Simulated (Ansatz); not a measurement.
# BF₃H₃P: basis-set convergence

Aim: see how fast density functionals converge with the basis set for BF₃H₃P.

Computed with Ansatz 0.2.0, Gaussian basis. Level: one geometry, several basis sets.

Levels to be run: PBE0-D4/def2-SVP; ωB97M-V/def2-SVP; PBE0-D4/def2-QZVPP; ωB97M-V/def2-QZVPP; the functionals' def2-TZVPP values are taken from earlier runs.

## 1. The geometry

All runs share one geometry, relaxed beforehand with PBE0-D4 in a triple-zeta def2 set.

SMILES `[BH3-][P+](F)(F)F`, 8 atoms, charge 0, spin multiplicity 1.

Atoms are counted from 1 here; the program's logs count them from 0.

Bond lengths: B1–P2 1.835 Å, B1–H6 1.207 Å, B1–H7 1.207 Å, B1–H8 1.207 Å, P2–F3 1.542 Å, P2–F4 1.542 Å, P2–F5 1.542 Å. Angles: P2–B1–H6 102.9°, P2–B1–H7 102.9°, P2–B1–H8 102.9°, H6–B1–H7 115.1°, H6–B1–H8 115.1°, H7–B1–H8 115.2°, B1–P2–F3 117.7°, B1–P2–F4 117.7°, B1–P2–F5 117.7°, F3–P2–F4 100.1°, F3–P2–F5 100.1°, F4–P2–F5 100.1°.

Coordinates:

```
B    -0.07995    0.95822    0.50300
P     0.05525   -0.66222   -0.34772
F     0.30141   -1.91080    0.52342
F    -1.15594   -1.14192   -1.17314
F     1.17876   -0.83315   -1.39029
H    -1.02279    0.79835    1.23996
H    -0.26604    1.72738   -0.40878
H     0.98930    1.06414    1.05354
```

## 2. PBE0-D4 in def2-SVP

The input, in.yaml:

```yaml
crystal:
  periodic: [false, false, false]
  atoms:
    - {symbol: B, position_ang: [-0.079952, 0.958215, 0.503000]}
    - {symbol: P, position_ang: [0.055255, -0.662221, -0.347723]}
    - {symbol: F, position_ang: [0.301411, -1.910795, 0.523420]}
    - {symbol: F, position_ang: [-1.155940, -1.141923, -1.173136]}
    - {symbol: F, position_ang: [1.178760, -0.833150, -1.390288]}
    - {symbol: H, position_ang: [-1.022795, 0.798353, 1.239964]}
    - {symbol: H, position_ang: [-0.266040, 1.727384, -0.408778]}
    - {symbol: H, position_ang: [0.989301, 1.064136, 1.053542]}
basis:
  gaussian: {orbitals: def2-SVP}
hamiltonian: {xc: pbe0, dispersion: d4}
output: {orbitals: {seedname: orbitals}}
```

Started as:

```console
$ ansatz run in.yaml --threads 4 --pin off --events-out ev --progress --plain --max-ram 10444MiB
```

After this run come: ωB97M-V in def2-SVP; PBE0-D4 in def2-QZVPP; ωB97M-V in def2-QZVPP.

**Question.** What will the summary of the whole plan be? Wanted: PBE0-D4: double and triple zeta above quadruple; ωB97M-V: double and triple zeta above quadruple.

The runs gave:

| quantity | value |
| --- | --- |
| PBE0-D4: double and triple zeta above quadruple | 15.91, 0.82 eV |
| ωB97M-V: double and triple zeta above quadruple | 16.14, 0.76 eV |

In words: PBE0-D4 gains 15.09 eV from double to triple zeta, then 0.82 eV more. Total energies overstate the basis error of differences, where much of it tends to cancel. The LUMO of ωB97M-V is positive and keeps falling with the basis (2.63 to 2.04 eV): an unbound level that the basis holds in place.
